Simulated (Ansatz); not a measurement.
Turn this script for Ansatz 0.2.0, Python API into the input file that the command-line program reads.

Typed at the interpreter:
```pycon
>>> from pathlib import Path
>>> import ansatz as az
>>> GEOMETRY = '''
... F    -0.09020   -2.50660    2.28370
... Al   -0.02400   -1.16890    1.02600
... Si    0.95760    0.78110    0.07800
... Si   -0.68600   -0.05590   -0.95210
... Br   -2.64650    1.11450   -0.63910
... H     0.75110    2.00640    0.88940
... H     2.33100    0.51020   -0.50610
... H    -0.50090   -0.73790   -2.23560
... '''
>>> molecule = az.Crystal.molecule()
>>> for line in GEOMETRY.strip().splitlines():
...     symbol, *xyz = line.split()
...     molecule = molecule.atom(symbol, [float(v) for v in xyz])
...
>>> base = (
...     molecule.calculation()
...     .basis(gaussian='def2-SVPD')  # atom-centred Gaussian functions
...     .functional('pbe0', dispersion='d3bj')
...     .orbitals()
... )
>>> res = base.run(threads=1, runs_dir='albrfh3si2_runs')

>>> rep = res.report
>>> rep['published_state_doubts']
[]
>>> print('reference energy %16.6f eV' % rep['reference_energy_ev'])
reference energy    -95127.441304 eV
>>> print('total energy     %16.6f eV' % rep['free_energy_ev'])
total energy        -95127.674182 eV
>>> print('occupied orbitals outside the frozen core (up, down):', rep['n_occupied'], ' frozen:', rep['n_frozen'], ' virtual:', rep['n_virtual'])
occupied orbitals outside the frozen core (up, down): [44, 44]  frozen: 0  virtual: [116, 116]
>>> state = rep['mean_field']['state']
>>> print(f'mean field: {state["energy"]["hartree"]:.7f} Ha, <S^2> = {abs(state["spin_squared"]):.4f}, stability: {state.get("stability", {}).get("kind")}')
mean field: -3495.8689882 Ha, <S^2> = 0.0000, stability: minimum
>>> lines = Path(rep['orbitals_path']).read_text().splitlines()
>>> field_of = lambda key: [line.split('=')[1].strip() for line in lines if line.startswith(key)]
>>> orbitals = [(27.211386 * float(e), s, float(n)) for e, s, n in zip(field_of('Ene='), field_of('Spin='), field_of('Occup='))]
>>> homo = max(e for e, _, n in orbitals if n > 0.5)
>>> lumo = min(e for e, _, n in orbitals if n < 0.5)
>>> for e, spin, n in sorted(orbitals):
...     if homo - 15 < e < lumo + 5:
...         print(f'{spin:6s} {e:10.3f} eV  occupation {n:.0f}')
...
Alpha     -17.056 eV  occupation 2
Alpha     -13.839 eV  occupation 2
Alpha     -12.592 eV  occupation 2
Alpha     -11.340 eV  occupation 2
Alpha     -11.096 eV  occupation 2
Alpha     -11.064 eV  occupation 2
Alpha     -11.013 eV  occupation 2
Alpha     -10.367 eV  occupation 2
Alpha      -9.365 eV  occupation 2
Alpha      -8.817 eV  occupation 2
Alpha      -8.045 eV  occupation 2
Alpha      -6.083 eV  occupation 2
Alpha      -3.033 eV  occupation 0
Alpha      -2.245 eV  occupation 0
Alpha      -0.936 eV  occupation 0
Alpha       0.009 eV  occupation 0
Alpha       0.025 eV  occupation 0
Alpha       0.610 eV  occupation 0
Alpha       0.805 eV  occupation 0
Alpha       0.871 eV  occupation 0
Alpha       1.183 eV  occupation 0
Alpha       1.708 eV  occupation 0
Alpha       1.847 eV  occupation 0
Alpha       1.907 eV  occupation 0
```

`input.yaml`:
```yaml
crystal:
  periodic: [false, false, false]
  atoms:
    - { symbol: F, position_ang: [-0.0902, -2.5066, 2.2837] }
    - { symbol: Al, position_ang: [-0.024, -1.1689, 1.026] }
    - { symbol: Si, position_ang: [0.9576, 0.7811, 0.078] }
    - { symbol: Si, position_ang: [-0.686, -0.0559, -0.9521] }
    - { symbol: Br, position_ang: [-2.6465, 1.1145, -0.6391] }
    - { symbol: H, position_ang: [0.7511, 2.0064, 0.8894] }
    - { symbol: H, position_ang: [2.331, 0.5102, -0.5061] }
    - { symbol: H, position_ang: [-0.5009, -0.7379, -2.2356] }
basis:
  gaussian:
    orbitals: def2-SVPD
hamiltonian:
  xc: pbe0
  dispersion: d3bj
output:
  orbitals: {}
```

Notes:
- The settings weren't tested for convergence.
- The geometry is a force-field or estimated start, not a minimum of this method, and the basis set is short of its limit.
- Alpha marks a spatial orbital of a restricted run, filled by both spins.
- Total less reference energy is the dispersion correction.
- Levels such as HOMO and LUMO are orbital energies: with these approximate functionals they aren't the ionisation energy and electron affinity, and their gap isn't the fundamental gap.
- Timing: 11 s on 1 thread of Arm Neoverse V1, with other jobs on the host, peak memory 0.61 GiB.

(Lines on the test bed's own set-up are left out of the output.)
